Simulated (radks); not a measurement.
# The first electron to leave Mo⁴⁺

Mo⁴⁺ stands in [Kr] 4d2. From which sub-shell is an electron easiest to take? Each removal is a run of its own. The parent's configuration is the lowest that an earlier search found at this level.

Method: scalar-relativistic Kohn-Sham, r2SCAN, spin-polarised, spherical densities, finite nucleus; open shells are filled with parallel spins first. Code: radks (a radial shooting solver on a logarithmic mesh, Libxc functionals) version 1.

4 further runs of the same task are left out: 4 set aside as unsound or not needed.

**1. The system**

```
element            : molybdenum (Z = 42)
charge             : +4
electrons          : 38
configuration      : [Kr] 4d2
nuclear rms radius : 4.4091 fm
```

The outer shells:

Mo⁴⁺
```
[Kr] core
4d [↑ ][↑ ][  ][  ][  ]
```

In the logs a row gives level, spin channel, occupation and eigenvalue; Etot, Ekin, Encl (electron-nucleus), Eh (Hartree) and Exc are energies, all in hartree; err is the last residual, it the number of iterations.

**2. The parent, Mo⁴⁺**

The parent was computed earlier with the same settings: E = -4045.958352 hartree. Its outer levels (eV):

| level | occupation | energy (eV) |
| --- | --- | --- |
| 3d up | 5 | -272.63 |
| 3d down | 5 | -272.27 |
| 4s up | 1 | -114.03 |
| 4s down | 1 | -112.00 |
| 4p up | 3 | -86.730 |
| 4p down | 3 | -84.456 |
| 4d up | 2 | -47.057 |
| 4d down | 0 | -44.225 |

**3. Remove 4d: [Kr] 4d1**

The run's settings:

```text
Z 42
configuration [Kr] 4d1
relativity scalar-relativistic
functional r2scan,r2scan
spin polarised
nucleus finite rms 4.4091 fm
c 137.035999084
```

The program printed:

```text
1s      1   1.0000        -732.51120583
2s      1   1.0000        -106.03834304
2p      1   3.0000         -94.96406364
3s      1   1.0000         -20.27233841
3p      1   3.0000         -16.60798754
3d      1   5.0000         -10.66944288
4s      1   1.0000          -4.77035772
4p      1   3.0000          -3.74874592
4d      1   1.0000          -2.24010441
1s      2   1.0000        -732.51162827
2s      2   1.0000        -106.02930487
2p      2   3.0000         -94.95759116
3s      2   1.0000         -20.26932913
3p      2   3.0000         -16.60399137
3d      2   5.0000         -10.66183096
4s      2   1.0000          -4.72841975
4p      2   3.0000          -3.70193386
4d      2   0.0000          -2.17939458
Etot -4043.9761527559285
Ekin 4170.08781723824
Encl -9655.5714617665
Eh 1563.4262547598853
Exc -121.9187629875543
err 8.945990643509118e-07
it 12
```

E − E(parent) = 53.938 eV.

**4. Remove 4p: [Ar] 3d10 4s2 4p5 4d2**

Settings, as their differences from step 3:

```diff
@@ -1,3 +1,3 @@
 Z 42
-configuration [Kr] 4d1
+configuration [Ar] 3d10 4s2 4p5 4d2
 relativity scalar-relativistic
```

The program printed:

```text
1s      1   1.0000        -732.65600284
2s      1   1.0000        -106.14987259
2p      1   3.0000         -95.07904595
3s      1   1.0000         -20.37671309
3p      1   3.0000         -16.71363512
3d      1   5.0000         -10.77601255
4s      1   1.0000          -4.87742684
4p      1   3.0000          -3.85070281
4d      1   2.0000          -2.32701385
1s      2   1.0000        -732.64621852
2s      2   1.0000        -106.12878528
2p      2   3.0000         -95.05772031
3s      2   1.0000         -20.36293597
3p      2   3.0000         -16.69568077
3d      2   5.0000         -10.74912135
4s      2   1.0000          -4.72937169
4p      2   2.0000          -3.69718423
4d      2   0.0000          -2.16380940
Etot -4042.5603009403435
Ekin 4168.625189860376
Encl -9649.359079328107
Eh 1559.9913930009084
Exc -121.81780447352061
err 1.5943115336517446e-06
it 12
```

E − E(parent) = 92.466 eV.

**5. Remove 4s: [Ar] 3d10 4s1 4p6 4d2**

The run's settings:

```text
Z 42
configuration [Ar] 3d10 4s1 4p6 4d2
relativity scalar-relativistic
functional r2scan,r2scan
spin polarised
nucleus finite rms 4.4091 fm
c 137.035999084
```

The program printed:

```text
1s      1   1.0000        -732.70225745
2s      1   1.0000        -106.19739481
2p      1   3.0000         -95.12428960
3s      1   1.0000         -20.42551062
3p      1   3.0000         -16.76196069
3d      1   5.0000         -10.82439017
4s      1   1.0000          -4.90492083
4p      1   3.0000          -3.87378036
4d      1   2.0000          -2.34191220
1s      2   1.0000        -732.69403280
2s      2   1.0000        -106.17343632
2p      2   3.0000         -95.10422487
3s      2   1.0000         -20.40855050
3p      2   3.0000         -16.74171786
3d      2   5.0000         -10.79508435
4s      2   0.0000          -4.74353467
4p      2   3.0000          -3.71561981
4d      2   0.0000          -2.18906663
Etot -4041.5305108616994
Ekin 4167.4653542555225
Encl -9645.749517919783
Eh 1558.483373977283
Exc -121.72972117472199
err 1.1703475738190187e-06
it 12
```

E − E(parent) = 120.49 eV.

**6. Remove 3d: [Ar] 3d9 4s2 4p6 4d2**

The run's settings:

```text
Z 42
configuration [Ar] 3d9 4s2 4p6 4d2
relativity scalar-relativistic
functional r2scan,r2scan
spin polarised
nucleus finite rms 4.4091 fm
c 137.035999084
```

The program printed:

```text
1s      1   1.0000        -733.56804773
2s      1   1.0000        -107.18167208
2p      1   3.0000         -96.09941259
3s      1   1.0000         -21.09300660
3p      1   3.0000         -17.42822777
3d      1   5.0000         -11.53454342
4s      1   1.0000          -5.01113217
4p      1   3.0000          -3.95895552
4d      1   2.0000          -2.39393856
1s      2   1.0000        -733.56852390
2s      2   1.0000        -107.07861015
2p      2   3.0000         -96.02357344
3s      2   1.0000         -20.98960007
3p      2   3.0000         -17.31967730
3d      2   4.0000         -11.40314386
4s      2   1.0000          -4.91158724
4p      2   3.0000          -3.85415537
4d      2   0.0000          -2.27688397
Etot -4035.264889172331
Ekin 4161.510725284416
Encl -9612.55682762251
Eh 1536.4728656503803
Exc -120.69165248461846
err 1.1077400256163145e-06
it 12
```

E − E(parent) = 290.98 eV.

**7. Ion rearranged (move 4d to 5s after a removal): [Kr] 5s1**

Settings, as their differences from step 6:

```diff
@@ -1,3 +1,3 @@
 Z 42
-configuration [Ar] 3d9 4s2 4p6 4d2
+configuration [Kr] 5s1
 relativity scalar-relativistic
```

The program printed:

```text
1s      1   1.0000        -732.74276280
2s      1   1.0000        -106.28136020
2p      1   3.0000         -95.20824541
3s      1   1.0000         -20.50611494
3p      1   3.0000         -16.84128615
3d      1   5.0000         -10.90266633
4s      1   1.0000          -4.93875955
4p      1   3.0000          -3.90239225
5s      1   1.0000          -1.84052116
1s      2   1.0000        -732.74088862
2s      2   1.0000        -106.28026971
2p      2   3.0000         -95.20692485
3s      2   1.0000         -20.50356388
3p      2   3.0000         -16.83845654
3d      2   5.0000         -10.89957938
4s      2   1.0000          -4.93091695
4p      2   3.0000          -3.89346336
5s      2   0.0000          -1.68341525
Etot -4043.439409391999
Ekin 4169.6265733476885
Encl -9646.574749275866
Eh 1555.0944124401612
Exc -121.58564590398332
err 1.3009365971046382e-06
it 13
```

E − E(parent) = 68.544 eV.

**8. Ion rearranged (move 4d to 5p after a removal): [Kr] 5p1**

Settings, as their differences from step 7:

```diff
@@ -1,3 +1,3 @@
 Z 42
-configuration [Kr] 5s1
+configuration [Kr] 5p1
 relativity scalar-relativistic
```

The program printed:

```text
1s      1   1.0000        -732.78093852
2s      1   1.0000        -106.31910137
2p      1   3.0000         -95.24640186
3s      1   1.0000         -20.54402206
3p      1   3.0000         -16.87931775
3d      1   5.0000         -10.94078451
4s      1   1.0000          -4.97316059
4p      1   3.0000          -3.93489054
5p      1   1.0000          -1.55156561
1s      2   1.0000        -732.77858449
2s      2   1.0000        -106.31854481
2p      2   3.0000         -95.24465115
3s      2   1.0000         -20.54221808
3p      2   3.0000         -16.87700381
3d      2   5.0000         -10.93815599
4s      2   1.0000          -4.96703118
4p      2   3.0000          -3.92873455
5p      2   0.0000          -1.39524831
Etot -4043.1388179640435
Ekin 4169.301880593195
Encl -9644.614236923187
Eh 1553.718267077772
Exc -121.54472871182327
err 3.065265193132255e-06
it 12
```

E − E(parent) = 76.723 eV.

**9. Summary of results**

| case | final configuration | Δ-SCF (eV) | −ε of the level emptied (eV) |
| --- | --- | --- | --- |
| remove 4d | [Kr] 4d1 | 53.938 | 47.057 |
| ion rearranged (move 4d to 5s after a removal) | [Kr] 5s1 | 68.544 | - |
| ion rearranged (move 4d to 5p after a removal) | [Kr] 5p1 | 76.723 | - |
| remove 4p | [Ar] 3d10 4s2 4p5 4d2 | 92.466 | 84.456 |
| remove 4s | [Ar] 3d10 4s1 4p6 4d2 | 120.49 | 112.00 |
| remove 3d | [Ar] 3d9 4s2 4p6 4d2 | 290.98 | 272.27 |

In words: The 4d electron leaves first, at 53.938 eV; the next cheapest, 4p, costs 92.466 eV. 4d is also the highest occupied level of the parent. NIST lists 54.42 eV (semi-empirical), between the same two configurations. Open shells are spherical and high-spin; term and fine-structure splittings are not resolved.
